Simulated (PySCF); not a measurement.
# C2H8BFO: the cost of one run

Programs: PySCF 2.14.0, with density-fitted response routines of our own. Each step states its level of theory. These are calculated values for one molecule in the gas phase, unless marked as measured. Atoms count from 0, in the outputs and in this text.

## Step 1: The starting structure

13 atoms, charge 0, multiplicity 1; geometry from: GFN2-xTB. The atoms were then displaced at random by about 0.01 Å, so the start is not that level's minimum.

Bonds of the start (Å): C0–O1 1.42, O1–C2 1.43, O1–B3 1.72, B3–F4 1.38, C0–H5 1.12, C0–H6 1.10, C0–H7 1.06, C2–H8 1.08, C2–H9 1.11, C2–H10 1.08, B3–H11 1.18, B3–H12 1.17.

## Step 2: Relaxing the molecule at PBE0-D3(BJ)/def2-SVP

The job: settings as JSON, then the geometry in Å.

```
{"job": {"xc": "PBE0", "basis": "def2-SVP", "d3": "d3bj", "grid": 1, "shake": 0.01, "kind": "geom"}, "charge": 0, "multiplicity": 1}
C     -0.773410    -1.072730    -0.444520
O     -0.204310    -0.134670     0.456610
C     -0.682720     1.192720     0.232130
B      1.516460    -0.196670     0.360400
F      1.720620     0.183410    -0.945410
H     -1.884750    -1.002330    -0.347050
H     -0.499160    -0.821970    -1.479060
H     -0.416730    -2.033410    -0.192780
H     -1.751660     1.226760     0.367440
H     -0.202430     1.823830     1.005890
H     -0.385430     1.549980    -0.743240
H      1.744700    -1.339360     0.567550
H      1.824640     0.607550     1.151720
```

The run is started by

```console
OMP_NUM_THREADS=1 python probes_run.py task.json out
```

This one command runs all jobs of the session in turn.

Q: Estimate the wall time and peak memory of this first job on 1 thread of Arm Neoverse V2, shared host.

About 53 s, with a peak of 0.46 GiB.
